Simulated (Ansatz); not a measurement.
Working through a geometry optimisation of ClH3S2Si, SMILES S[SiH](S)Cl

Program: Ansatz 0.2.0 through its Python package.

Interactive session:
```pycon
>>> import itertools
>>> import ansatz as az
>>> from ase.data import atomic_numbers, covalent_radii
>>> import numpy as np
>>> GEOMETRY = '''
... S    -0.69910    1.25260   -1.41590
... Si   -0.01230    0.07340    0.15380
... S     1.87180   -0.70160   -0.38270
... Cl   -1.22860   -1.46240    0.46510
... H    -1.97710    1.44420   -0.94270
... H     0.07970    0.87400    1.40910
... H     2.02690   -1.54810    0.66770
... '''
>>> system = az.Crystal.molecule()
>>> for line in GEOMETRY.strip().splitlines():
...     symbol, *xyz = line.split()
...     system = system.atom(symbol, [float(v) for v in xyz])
...
>>> base = (
...     system.calculation()
...     .basis(gaussian='cc-pVDZ')
...     .functional('B3LYP')
... )
>>> symbols = [site.symbol for site in system.cartesian_sites]
>>> start = np.array([site.position_ang for site in system.cartesian_sites], dtype=float)
>>> rep = base.relax(force_tolerance=0.005).run().report

>>> end = np.array(rep['positions_ang'])
>>> for key in ('converged', 'free_energy_ev', 'reference_energy_ev', 'n_frozen', 'n_occupied', 'n_virtual'):
...     print(f'{key:22s} {rep[key]}')
...
converged              True
free_energy_ev         -42124.760430933406
reference_energy_ev    -42124.760430933406
n_frozen               0
n_occupied             [33, 33]
n_virtual              [54, 54]
>>> # pairs closer than 1.2 times the sum of covalent radii, before or after
>>> radius = [covalent_radii[atomic_numbers[s]] for s in symbols]
>>> span = lambda where, i, j: np.linalg.norm(where[i] - where[j])
>>> bonded = [(i, j) for i, j in itertools.combinations(range(len(symbols)), 2) if min(span(start, i, j), span(end, i, j)) < 1.2 * (radius[i] + radius[j])]
>>> print('pair        before    after (A)')
pair        before    after (A)
>>> for i, j in bonded:
...     print(f'{symbols[i]}{i}-{symbols[j]}{j}'.ljust(10), f'{span(start, i, j):8.4f} {span(end, i, j):8.4f}')
...
S0-Si1       2.0799   2.1556
S0-H4        1.3762   1.3596
Si1-S2       2.1067   2.1576
Si1-Cl3      1.9837   2.1042
Si1-H5       1.4917   1.4873
S2-H6        1.3579   1.3591
>>> with open('clh3s2si_opt.xyz', 'w') as handle:
...     handle.write(f'{len(symbols)}\nrelaxed ClH3S2Si\n')
...     handle.writelines(f'{s:2s} {x:11.6f} {y:11.6f} {z:11.6f}\n' for s, (x, y, z) in zip(symbols, end))
...
19
```

`clh3s2si_opt.xyz`, as written:
```text
7
relaxed ClH3S2Si
S    -0.785529    1.065024   -1.567529
Si   -0.060975    0.017617    0.171606
S     1.951671   -0.554968   -0.354327
Cl   -1.187419   -1.694677    0.647748
H    -1.699689    1.783334   -0.862581
H    -0.157753    0.887952    1.373772
H     2.000994   -1.572182    0.545711
```

Reading the output:
- Total energies depend on the basis set; only differences at equal settings carry meaning.
- The end point is the stationary point reached from this start; no frequency run checks that it is a minimum, and the basis set is modest.
- b3lyp holds the VWN-RPA fit, as in Gaussian; the form of ORCA and Turbomole is b3lyp5.
- Run time: 44 s on 1 thread of AMD EPYC 9R45 96-Core Processor (Zen 5), on a shared host, peak memory 0.28 GiB.

(Lines on the test bed's own set-up are left out of the output.)
